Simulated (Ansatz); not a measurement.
What does this script print? It uses Ansatz's Python interface.

`rb2te2pt_pdos.py`
```python
"""Projected density of states of Rb2Te2Pt."""

import warnings

import ansatz as az
import numpy as np

FUNCTIONAL = "r2scan"
SMEARING = "Methfessel-Paxton"
SIGMA = 0.05
KSPACING = 0.23
SCF_TOL = 1e-06
N_EMPTY = 16

warnings.simplefilter("ignore", az.DeckWarning)

lattice = az.Lattice.of(
    [-2.010753, 4.102141, 5.376117],
    [2.010753, -4.102141, 5.376117],
    [2.010753, 4.102141, -5.376117],
)
sites = [
    ("Rb", [0.701505, 0.201505, 0.5]),
    ("Rb", [0.298495, 0.798495, 0.5]),
    ("Te", [0.212354, 0.5, 0.712354]),
    ("Te", [0.787646, 0.5, 0.287646]),
    ("Pt", [0.0, 0.0, 0.0]),
]
structure = az.Crystal(lattice=lattice)
for symbol, position in sites:
    structure = structure.atom(symbol, position)

model = (
    structure.calculation()
    .functional(FUNCTIONAL)
    .accuracy("low")
    .occupations(SMEARING, width=SIGMA)
    .kpoints(spacing=KSPACING)
    .scf(tolerance=SCF_TOL)
    .scf(extra_bands=N_EMPTY)
    .density_of_states(projected=True, energy_step=0.1)
)
def show(event):
    row = event["data"]
    if event["event"] == "scf_iter" and row.get("harris_foulkes_ev") is not None:
        print(f"  iteration {row['iter']:3d}  Harris-Foulkes {row['harris_foulkes_ev']:.5f} eV  residual {row['dr2_ev']:.2e}")


out = model.session().plan().execute(on_event=show)
data = out.report

dos = out.density_of_states()
energy = np.asarray(dos.energies_ev) - dos.fermi_ev
curves = {}
for site in out.projected_density_of_states().sites:
    for shell in site.shells:
        weight = sum(np.sum(curve.g_bin_mean_per_ev, axis=0) for curve in shell.curves)
        name = f"{site.species} {shell.label}"
        curves[name] = curves.get(name, 0) + weight

print("E-EF   " + " ".join(f"{name:>8s}" for name in curves))
for e in np.arange(-8, 4 + 0.1, 0.5):
    print(f"{e:5.1f}  " + " ".join(f"{np.interp(e, energy, g):8.3f}" for g in curves.values()))
```

```console
$ python rb2te2pt_pdos.py
  iteration   1  Harris-Foulkes -33087.20336 eV  residual 8.29e-02
  iteration   2  Harris-Foulkes -33087.24332 eV  residual 2.08e-02
  iteration   3  Harris-Foulkes -33087.24192 eV  residual 2.90e-03
  iteration   4  Harris-Foulkes -33087.24274 eV  residual 7.28e-05
  iteration   5  Harris-Foulkes -33087.24298 eV  residual 8.24e-06
  iteration   6  Harris-Foulkes -33087.24299 eV  residual 6.73e-07
E-EF      Rb 4S    Rb 5S    Rb 4P    Te 5S    Te 5P    Te 4D    Pt 5S    Pt 6S    Pt 5P    Pt 5D
 -8.0     0.000    0.000    0.000    0.000    0.000    0.000    0.000    0.000    0.000    0.000
 -7.5     0.000    0.000    0.000    0.000    0.000    0.000    0.000    0.000    0.000    0.000
 -7.0     0.000    0.000    0.000    0.000    0.000    0.000    0.000    0.000    0.000    0.000
 -6.5     0.000    0.000    0.000    0.000    0.000    0.000    0.000    0.000    0.000    0.000
 -6.0     0.000    0.000    0.000    0.000    0.000    0.000    0.000    0.000    0.000    0.000
 -5.5     0.001    0.012    0.007    0.048    0.739    0.001    0.004    0.324    0.000    0.189
 -5.0     0.002    0.051    0.017    0.140    1.121    0.001    0.004    0.193    0.001    0.605
 -4.5     0.001    0.024    0.006    0.052    0.723    0.000    0.000    0.023    0.002    0.693
 -4.0     0.003    0.043    0.020    0.058    1.617    0.001    0.001    0.070    0.006    1.429
 -3.5     0.011    0.213    0.052    0.010    3.036    0.000    0.000    0.004    0.007    2.892
 -3.0     0.005    0.097    0.021    0.059    1.847    0.001    0.001    0.071    0.005    2.162
 -2.5     0.001    0.043    0.009    0.036    0.829    0.001    0.000    0.105    0.004    3.605
 -2.0     0.002    0.098    0.018    0.009    1.768    0.001    0.000    0.104    0.007    1.900
 -1.5     0.004    0.124    0.032    0.031    4.991    0.001    0.000    0.018    0.012    1.533
 -1.0     0.001    0.204    0.029    0.007    4.107    0.001    0.000    0.008    0.003    1.940
 -0.5     0.000    0.000    0.000    0.000    0.000    0.000    0.000    0.000    0.000    0.000
  0.0     0.000    0.000    0.000    0.000    0.000    0.000    0.000    0.000    0.000    0.000
  0.5     0.000    0.000    0.000    0.000    0.001    0.000    0.000    0.000    0.000    0.001
  1.0     0.001    0.083    0.006    0.115    0.726    0.001    0.000    0.002    0.000    0.451
  1.5     0.001    0.045    0.002    0.072    0.867    0.001    0.000    0.002    0.000    0.418
  2.0     0.003    0.101    0.001    0.020    0.437    0.000    0.000    0.013    0.000    0.172
  2.5     0.011    0.808    0.007    0.059    0.311    0.001    0.005    0.271    0.000    0.056
  3.0     0.006    1.024    0.011    0.117    0.457    0.001    0.004    0.257    0.001    0.068
  3.5     0.007    0.487    0.004    0.074    0.253    0.000    0.004    0.296    0.000    0.031
  4.0     0.004    0.326    0.003    0.048    0.204    0.000    0.004    0.245    0.000    0.028
```

Reading the output:
- These settings explore the input space; cutoff and mesh may be short of convergence.
- Semilocal gaps usually lie well under measured ones.
- The empty d shell of the heavier alkali and alkaline-earth atoms, which makes much of a conduction band, may have no channel.
- An opening on this mesh may only mean that it misses a point where bands touch.
- The crystal has a gap of about 1.17 eV on the mesh; bins of finite width blur the band edges.
- Spin-orbit coupling, which matters for elements this heavy, is left out.
- The structure comes from a database of computed cells and needn't be a stable or known phase.
- Curves are summed over the cell's atoms. Only shells that the potentials hold have channels, so projections don't add up to the total, least of all where a shell is missing (p of most metals); heights and places of peaks move with the mesh.
- The computed bands are complete only to about 8.1 eV above the Fermi level; beyond that the density of states is undercounted.
- The whole script took 39 s on 1 thread of Intel(R) Xeon(R) 6975P-C (Granite Rapids) (shared host), peak memory 1.3 GiB.
